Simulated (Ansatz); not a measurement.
# SiHMe2(NMe2) (C4H13NSi): geometry, orbitals and charge

What does SiHMe2(NMe2) (C4H13NSi) look like as a singlet, and where do its frontier electrons sit?

Computed with Ansatz 0.2.0, Gaussian basis. Level: RKS PBE0-D4/def2-TZVP.

The runs, in order: relaxation at PBE-D4/def2-SVP; a single point at PBE0-D4/def2-TZVP.

2 further runs of the same task are left out: 2 set aside as unsound or not needed.

### Step 1. Where the work starts

19 atoms, charge 0, spin multiplicity 1.

Atoms are counted from 1 here; the program's logs count them from 0.

Bond lengths: Si1–H2 1.473 Å, Si1–C3 1.912 Å, Si1–C7 1.898 Å, Si1–N11 1.728 Å, C3–H4 1.087 Å, C3–H5 1.086 Å, C3–H6 1.088 Å, C7–H8 1.085 Å, C7–H9 1.085 Å, C7–H10 1.086 Å, N11–C12 1.441 Å, N11–C13 1.442 Å, C12–H14 1.094 Å, C12–H15 1.087 Å, C12–H16 1.098 Å, C13–H17 1.086 Å, C13–H18 1.098 Å, C13–H19 1.095 Å. Angles: H2–Si1–C3 109.3°, H2–Si1–C7 110.8°, H2–Si1–N11 104.3°, C3–Si1–C7 108.7°, C3–Si1–N11 115.1°, C7–Si1–N11 108.6°, Si1–C3–H4 111.1°, Si1–C3–H5 111.7°, Si1–C3–H6 111.6°, H4–C3–H5 107.4°, H4–C3–H6 107.4°, H5–C3–H6 107.4°, Si1–C7–H8 109.9°, Si1–C7–H9 111.6°, Si1–C7–H10 112.3°, H8–C7–H9 107.6°, H8–C7–H10 107.2°, H9–C7–H10 108.0° and more.

As a file:

```
atom    x (Å)    y (Å)    z (Å)
 Si1   0.2495   0.6586   0.6201
  H2   0.0134   0.7383   2.0717
  C3   2.1290   0.5356   0.2930
  H4   2.5521  -0.3464   0.7661
  H5   2.6613   1.3990   0.6808
  H6   2.3470   0.4700  -0.7705
  C7  -0.4223   2.2013  -0.2579
  H8  -0.0399   3.0954   0.2230
  H9  -1.5054   2.2444  -0.2158
 H10  -0.1242   2.2447  -1.3010
 N11  -0.6734  -0.7105   0.1121
 C12  -0.5463  -1.9682   0.8029
 C13  -1.1678  -0.8789  -1.2316
 H14  -1.5057  -2.4940   0.7975
 H15  -0.2505  -1.7908   1.8333
 H16   0.2013  -2.6207   0.3334
 H17  -1.2757   0.0894  -1.7103
 H18  -0.4958  -1.4985  -1.8394
 H19  -2.1465  -1.3688  -1.2077
```

The start is a GFN2-xTB geometry.

### Step 2. Relaxation at PBE-D4/def2-SVP

Contents of in.yaml:

```yaml
crystal:
  periodic: [false, false, false]
  atoms:
    - {symbol: Si, position_ang: [0.249500, 0.658650, 0.620140]}
    - {symbol: H, position_ang: [0.013380, 0.738320, 2.071730]}
    - {symbol: C, position_ang: [2.128980, 0.535650, 0.293020]}
    - {symbol: H, position_ang: [2.552080, -0.346380, 0.766140]}
    - {symbol: H, position_ang: [2.661330, 1.399000, 0.680850]}
    - {symbol: H, position_ang: [2.347030, 0.469970, -0.770500]}
    - {symbol: C, position_ang: [-0.422330, 2.201330, -0.257850]}
    - {symbol: H, position_ang: [-0.039940, 3.095380, 0.223020]}
    - {symbol: H, position_ang: [-1.505430, 2.244430, -0.215850]}
    - {symbol: H, position_ang: [-0.124230, 2.244720, -1.301030]}
    - {symbol: N, position_ang: [-0.673390, -0.710540, 0.112090]}
    - {symbol: C, position_ang: [-0.546290, -1.968200, 0.802930]}
    - {symbol: C, position_ang: [-1.167750, -0.878860, -1.231630]}
    - {symbol: H, position_ang: [-1.505680, -2.493990, 0.797520]}
    - {symbol: H, position_ang: [-0.250500, -1.790820, 1.833310]}
    - {symbol: H, position_ang: [0.201250, -2.620720, 0.333420]}
    - {symbol: H, position_ang: [-1.275750, 0.089420, -1.710260]}
    - {symbol: H, position_ang: [-0.495760, -1.498540, -1.839380]}
    - {symbol: H, position_ang: [-2.146510, -1.368830, -1.207680]}
basis:
  gaussian: {orbitals: def2-SVP}
hamiltonian: {xc: pbe, dispersion: d4}
scf: {lower_state_search: "off"}
output: {orbitals: {seedname: orbitals}}
relax: {f_tol: 0.02, max_steps: 100}
```

On the command line:

```sh
$ ansatz run in.yaml --threads 2 --pin off --events-out ev --progress --plain --max-ram 20480MiB --backend cuda --devices 0, --max-vram 18GiB
```

Further steps of the session: Single point, PBE0-D4/def2-TZVP.

**Question.** What will the summary of the whole plan be? Wanted: point group; commonest bond, hydrogen aside; HOMO, LUMO at PBE0-D4/def2-TZVP; dipole at PBE-D4/def2-SVP.

The runs gave:

| quantity | value |
| --- | --- |
| point group | C1 |
| commonest bond, hydrogen aside | C–N, 2 of mean length 1.448 Å |
| HOMO, LUMO at PBE0-D4/def2-TZVP | -6.06, 0.95 eV |
| dipole at PBE-D4/def2-SVP | 0.71 D |

**Reading.** The molecule keeps its bonding pattern by the stored test; the atoms moved 0.06 Å (rms). No usable vibrations, so a minimum isn't proven. The HOMO lies nearest to N11 59 %; H16, H18 about 7 % each and the LUMO to H6, H18 about 11 % each; 7 H atoms about 8 % each. The point group is read from a loosely relaxed geometry; soft torsions can leave it below the true symmetry.
